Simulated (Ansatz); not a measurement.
# AlBiO4: the cost of one run

Computed with Ansatz 0.2.0 (DFT PBE, scalar-relativistic, plane waves, PAW, unless a step's input says otherwise).

## Step 1: The system as given

It takes space group P4/mmm (No. 123, tetragonal). The conventional cell has a = 4.197 Å, b = 4.197 Å, c = 5.242 Å, α = 90.00°, β = 90.00°, γ = 90.00°. Al (site symmetry 4/mmm) is surrounded by 4 O at 1.53 Å. Bi (site symmetry 4/mmm) is surrounded by 2 Al at 2.62 Å. O (site symmetry m2m) has 1 O at 1.13 Å and 1 Al at 1.53 Å as nearest neighbours.

As a file:

```
CELL_PARAMETERS angstrom
4.19727 0.00000 0.00000
0.00000 4.19727 0.00000
0.00000 0.00000 5.24178
ATOMIC_POSITIONS crystal
Al 0.50000 0.50000 0.50000
Bi 0.50000 0.50000 0.00000
O 0.86562 0.50000 0.50000
O 0.13438 0.50000 0.50000
O 0.50000 0.13438 0.50000
O 0.50000 0.86562 0.50000
```

Recipe of the guess: random cell by space group and Wyckoff sites (P4/mmm, No. 123). Lengths come from tabulated atomic sizes and are only a guess.

## Step 2: A first look at the guess

input.yaml reads:

```yaml
crystal:
  lattice:
    - [4.1972665, 0.0, 0.0]
    - [0.0, 4.1972665, 0.0]
    - [0.0, 0.0, 5.24178136]
  atoms:
    - { symbol: Al, position: [0.5, 0.5, 0.5] }
    - { symbol: Bi, position: [0.5, 0.5, 0.0] }
    - { symbol: O, position: [0.86562462, 0.5, 0.5] }
    - { symbol: O, position: [0.13437538, 0.5, 0.5] }
    - { symbol: O, position: [0.5, 0.13437538, 0.5] }
    - { symbol: O, position: [0.5, 0.86562462, 0.5] }
basis:
  ecutwfc: 420
kpoints:
  mp_grid: { grid: [4, 4, 4] }
hamiltonian:
  xc: pbe
scf:
  occupations: { method: gaussian, width: 0.1 }
  lower_state_search: "off"
output:
  forces: true
  stress: true
  eigenvalues: true
```

The run is started by

```bash
$ ansatz run input.yaml --threads 1 --pin off --max-ram 2560MiB --backend cpu --events-out ev --progress --plain --runs-dir out
```

Q: Estimate wall time and peak memory on 1 thread of Arm Neoverse V1, shared host.

About 3.4 s, with a peak of 0.41 GiB.
